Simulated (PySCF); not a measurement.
# Re2 (Re2-): the cost of one run

The runs use PySCF 2.14.0; several levels, as the steps say, no spin–orbit coupling.

3 further runs of the same task are left out: 2 for a known fault of the program, 1 that didn't finish.

### 1 Where the work starts

2 atoms, charge -1, spin multiplicity 2.

Bond lengths: Re1–Re2 2.074 Å.

As a file:

```xyz
2
Re2
Re    0.0000    0.0000    1.0369
Re    0.0000    0.0000   -1.0369
```

An earlier session relaxed this geometry at PBE, Re def2-SVP with ECP60 (doublet, point group D∞h).

At PBE on the finer grid: E = -156.574250 Eh, HOMO 1.18 eV, LUMO 1.48 eV (over both spins), ⟨S²⟩ = 0.764, Mulliken charge on Re1 -0.50 e, largest force component 0.001 eV/Å. The highest filled level lies above zero; it isn't the detachment energy.

Levels to run: M06-L; r2SCAN; TPSSh; PBE0; PBE, TZVP; PBE, x2c-SVP. Hardware: 2 threads of AMD EPYC 9R45 (Zen 5), shared host.

### 2 M06-L

Input file run.py (the lines that set the calculation):

```python
mol = gto.M(atom='''
Re     0.00000     0.00000     1.03687
Re     0.00000     0.00000    -1.03687''',
    basis={'Re': 'def2-SVP'},
    ecp={'Re': 'def2-SVP'},
    charge=-1, spin=1)
mf = dft.UKS(mol, xc='M06L')
mf.grids.atom_grid = (75, 302)
mf = mf.density_fit()  # fitting sets: Re def2-universal-JKFIT
mf.conv_tol = 1e-08; mf.max_cycle = 55
mf.kernel(dm0)  # dm0: the density of the relaxed state
```

Started as:

```bash
$ OMP_NUM_THREADS=2 python run.py
```

**Question.** How long does this run take on 2 threads of AMD EPYC 9R45 (Zen 5), shared host?

About 2.6 s.
